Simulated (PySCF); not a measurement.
# From one method to the next for ClNTi

Starting from one script, swap the method and compare what comes out for ClNTi.

Program: PySCF 2.14.0. Level of theory: method and basis as typed in the scripts. These are calculated values, not measurements.

### 1 The system as given

ClNTi: 3 atoms, charge 0, spin multiplicity 1.

Bond lengths: Ti1–N2 1.545 Å, Ti1–Cl3 2.275 Å. Angles: N2–Ti1–Cl3 118.0°.

Coordinates:

```
atom    x (Å)   y (Å)    z (Å)
 Ti1  -0.5117  0.0000  -0.5385
  N2  -1.8363  0.0000   0.2569
 Cl3   1.4367  0.0000   0.6350
```

### 2 The base run

File input.py:

```python
from pyscf import gto, scf, mp

mol = gto.M(
    atom='Ti -0.5117 0 -0.5385; N -1.8363 0 0.2569; Cl 1.4367 0 0.635',
    basis='6-31g',
    charge=0,
    spin=0,
    symmetry=True,
    verbose=3,
)
mf = scf.RHF(mol)
mf.kernel()
mp.MP2(mf, frozen=11).kernel()
mf.dip_moment()
print('orbital energies (hartree):', mf.mo_energy[..., max(0, mol.nelec[1]-3):mol.nelec[0]+3].round(4))
```

Command:

```
$ OMP_NUM_THREADS=1 python input.py
```

### 3 UHF

Variant 1 changes SCF type: RHF → UHF.

File input.py:

```python
from pyscf import gto, scf, mp

mol = gto.M(
    atom='Ti -0.5117 0 -0.5385; N -1.8363 0 0.2569; Cl 1.4367 0 0.635',
    basis='6-31g',
    charge=0,
    spin=0,
    symmetry=True,
    verbose=3,
)
mf = scf.UHF(mol)
mf.kernel()
mp.MP2(mf, frozen=11).kernel()
mf.dip_moment()
print('orbital energies (hartree):', [e[max(0, n-3):n+3].round(4) for e, n in zip(mf.mo_energy, mol.nelec)])
```

### 4 ROHF

Variant 2 changes SCF type: RHF → ROHF.

input.py, as its differences from that of step 2:

```diff
@@ -10,3 +10,3 @@
 )
-mf = scf.RHF(mol)
+mf = scf.ROHF(mol)
 mf.kernel()
```

### 5 O3lyp (RKS)

Variant 3 changes functional: none (Hartree–Fock) → o3lyp; SCF type: RHF → RKS; step after the SCF: mp2 → analyze.

File input.py:

```python
from pyscf import gto, dft

mol = gto.M(
    atom='Ti -0.5117 0 -0.5385; N -1.8363 0 0.2569; Cl 1.4367 0 0.635',
    basis='6-31g',
    charge=0,
    spin=0,
    symmetry=True,
    verbose=3,
)
mf = dft.RKS(mol, xc='o3lyp')
mf.kernel()
mf.analyze()
print('orbital energies (hartree):', mf.mo_energy[..., max(0, mol.nelec[1]-3):mol.nelec[0]+3].round(4))
```

### 6 SCF alone

Variant 4 changes step after the SCF: mp2 → none.

input.py, as its differences from that of step 2:

```diff
@@ -1,2 +1,2 @@
-from pyscf import gto, scf, mp
+from pyscf import gto, scf
 
@@ -12,3 +12,2 @@
 mf.kernel()
-mp.MP2(mf, frozen=11).kernel()
 mf.dip_moment()
```

What does the calculation give? Wanted: for each run, E(SCF); from base; gap; dipole; after the SCF.

**Answer**, as computed:

```
        run  E(SCF) (hartree)  from base (eV)  gap (eV)  dipole (D)               after the SCF
       base      -1362.199607               0      9.58        7.28  MP2 correlation -12.646 eV
        UHF      -1362.199607          0.0000      9.58        7.28  MP2 correlation -12.646 eV
       ROHF      -1362.199607          0.0000       n/a        7.28  MP2 correlation -12.646 eV
o3lyp (RKS)      -1364.359595  not comparable      3.00        6.19                         n/a
  SCF alone      -1362.199607          0.0000      9.58        7.28                         n/a
```

What this shows: The SCF energy stays the same, to the digits that matter, with UHF or ROHF. Total energies of different functionals can't be compared with each other; differences within one functional can.
